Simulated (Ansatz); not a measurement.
## two structures of Sb: a comparison of enthalpies under pressure, step by step

Program: the Ansatz DFT code, driven from Python.

The cells in order, each with its output:

In [1]:
```python
import warnings

import ansatz as az
import numpy as np
```

In [2]:
```python
def hcp(a_site, a):
    return (
        az.Lattice.from_parameters(a, a, 1.633 * a, alpha=90, beta=90, gamma=120)
        .space_group(194)
        .atom(a_site, (1 / 3, 2 / 3, 0.25))
    )
```

In [3]:
```python
def sc(first, a):
    return (
        az.Lattice.cubic(a)
        .space_group(221)
        .atom(first, (0, 0, 0))
    )
```

In [4]:
```python
def run_phase(name, crystal, pressure=0.0):
    calc = (
        crystal.calculation()
        .functional(az.Functional.R2SCAN)
        .mixing("broyden", preconditioner="kerker")
        .scf(tolerance=1e-05, max_iterations=80)
        .pseudopotentials("nc")
        .kpoints(spacing=0.3)
        .occupations("gaussian", width=0.1)
    )
    calc = calc.relax(force_tolerance=0.02, cell=True, pressure=pressure)
    return calc.run(threads=1)
```

In [5]:
```python
def volume_per_atom(outcome):
    return abs(np.linalg.det(outcome.lattice.cell_ang)) / len(outcome.lattice.sites)
```

In [6]:
```python
warnings.simplefilter("ignore")
```

In [7]:
```python
phases = {}
phases["hcp"] = hcp("Sb", 3.5)
phases["sc"] = sc("Sb", 3.21)
```

In [8]:
```python
# enthalpy per atom at each pressure
pressures = [0, 5, 10, 20]
enthalpy, volume = {name: [] for name in phases}, {name: [] for name in phases}
for p in pressures:
    for name, crystal in phases.items():
        o = run_phase(name, crystal, pressure=p)
        volume[name].append(volume_per_atom(o))
        enthalpy[name].append(o.report["energy_sigma0_ev"] / len(o.lattice.sites) + p * volume[name][-1] / 160.21766)
gap = np.array(enthalpy["sc"]) - np.array(enthalpy["hcp"])
rows = [(p, va, vb, 1000 * d) for p, va, vb, d in zip(pressures, volume["hcp"], volume["sc"], gap)]
print("   P (GPa)  V hcp (A^3/atom)  V sc (A^3/atom)  H(sc) - H(hcp) (meV/atom)")
for row in rows:
    print(f"{row[0]:10d}  {row[1]:16.3f}  {row[2]:15.3f}  {row[3]:+25.1f}")
crossings = [p0 - g0 * (p1 - p0) / (g1 - g0) for p0, p1, g0, g1 in zip(pressures, pressures[1:], gap, gap[1:]) if g0 * g1 < 0]
print("crossing near", [round(float(p), 1) for p in crossings], "GPa") if crossings else print("no crossing in this range")
```
```text
   P (GPa)  V hcp (A^3/atom)  V sc (A^3/atom)  H(sc) - H(hcp) (meV/atom)
         0            27.114           29.452                     -399.1
         5            25.294           27.539                     -327.2
        10            23.989           26.152                     -257.7
        20            22.049           24.175                     -103.4
no crossing in this range
```

Notes:
- These settings explore the input space; cutoff and mesh may be short of convergence.
- Such functionals run on norm-conserving files made under PBE, which can move pressures by some GPa.
- At a fixed pressure a relaxation lowers the enthalpy F + PV, while F alone can rise.
- The program warned that this SCF threshold is loose for forces or stresses.
- Only these two structures are compared, at zero temperature and with their symmetry kept; either may be hypothetical, and another phase may be lower than both. Differences under about 40 meV an atom lie within the error of mesh and functional.
- The cells are prototypes set up for this calculation and needn't exist.
- The script silences warnings, which a real study should read.
- It ran for 7.5 min on 1 thread of Arm Neoverse V2, on a shared host, peak memory 1.1 GiB.
